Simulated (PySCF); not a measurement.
# The bond of RuCl, level by level

One table from this session's results is given with a row withheld; the runs are named, their logs left out.

Computed with PySCF 2.14.0. Level: Ru def2-TZVPP with ECP28, Cl def2-TZVPP, scalar-relativistic core potentials.

The first run:

Settings of the job:

| Property | Result |
| --- | --- |
| atoms | Ru, Cl |
| charge | 0 |
| basis | Ru def2-TZVPP with ECP28, Cl def2-TZVPP |
| Hamiltonian | scalar-relativistic core potentials |
| basis functions | 98 |
| electrons treated | 33 |
| masses in u | 101.9043, 34.9689 |
| levels | PBE0, PBE, r²SCAN, B2PLYP, TPSS, M06-L, TPSSh, ωB97X-V, HF, MP2, SCS-MP2, CCSD, CCSD(T) |
| grid | 80 radial by 434 angular points |
| occupations | held fixed by the projection of orbital angular momentum |
| dissociation limit | Ru + Cl, each in its ground configuration |
| starting distance in angstrom | 2.165 |
| values of 2S to try | 1, 3, 5, 7 |

Started as:

```
> OMP_NUM_THREADS=2 python dia.py task.json out
```

Steps of the session up to this table: The job; The PBE0 curve of the state that the search chose; Excited determinants; PBE; r²SCAN (meta-GGA); B2PLYP; TPSS (meta-GGA); M06-L (meta-GGA); TPSSh (hybrid meta-GGA); ωB97X-V (range-separated hybrid); UHF; MP2 and coupled cluster.

One of the session's tables, all rows but one given; the rest of the session is left out.

Energy (eV) from each level's lowest point:

```
R (Å)    UHF  UHF-MP2  UHF-SCS-MP2  UHF-CCSD  UHF-CCSD(T)
1.908  1.926    0.861        1.036       n/a          n/a
1.997  1.102    0.350        0.464     0.533        0.466
2.086      ?        ?            ?         ?            ?
2.152  0.309    0.008        0.037     0.054        0.036
2.219  0.141    0.000        0.000     0.000        0.000
2.286  0.044    0.045        0.020     0.006        0.022
2.374  0.000    0.162        0.109     0.080        0.116
2.485  0.041    0.369        0.288     0.246        0.301
2.618  0.182    0.664        0.557     0.504        0.577
2.796  0.454    1.087        0.953       n/a          n/a
```

**Question.** Estimate the row for R (Å) = 2.086.

Worked estimate for «UHF». A straight line through the neighbours (1.997, 1.102) and (2.152, 0.309) gives 1.102 + (0.309 − 1.102) × (2.086 − 1.997) / (2.152 − 1.997) = 0.647; a parabola fitted to 4 rows on both sides gives 0.555.

The run gave: UHF: 0.569; UHF-MP2: 0.089; UHF-SCS-MP2: 0.151; UHF-CCSD: 0.187; UHF-CCSD(T): 0.149. In «UHF» the line misses by +0.078 and the parabola by -0.014.

Caveats from the session: Lowest PBE0 solution found, without spin–orbit coupling: ⁴Δ (quartet), unpaired electrons π ↑↑, δ ↑. The state is the lowest single determinant that the PBE0 search found; with open d or f shells the true ground state can be another one. Spin–orbit coupling is left out. Warnings in the runs' records: inverted.
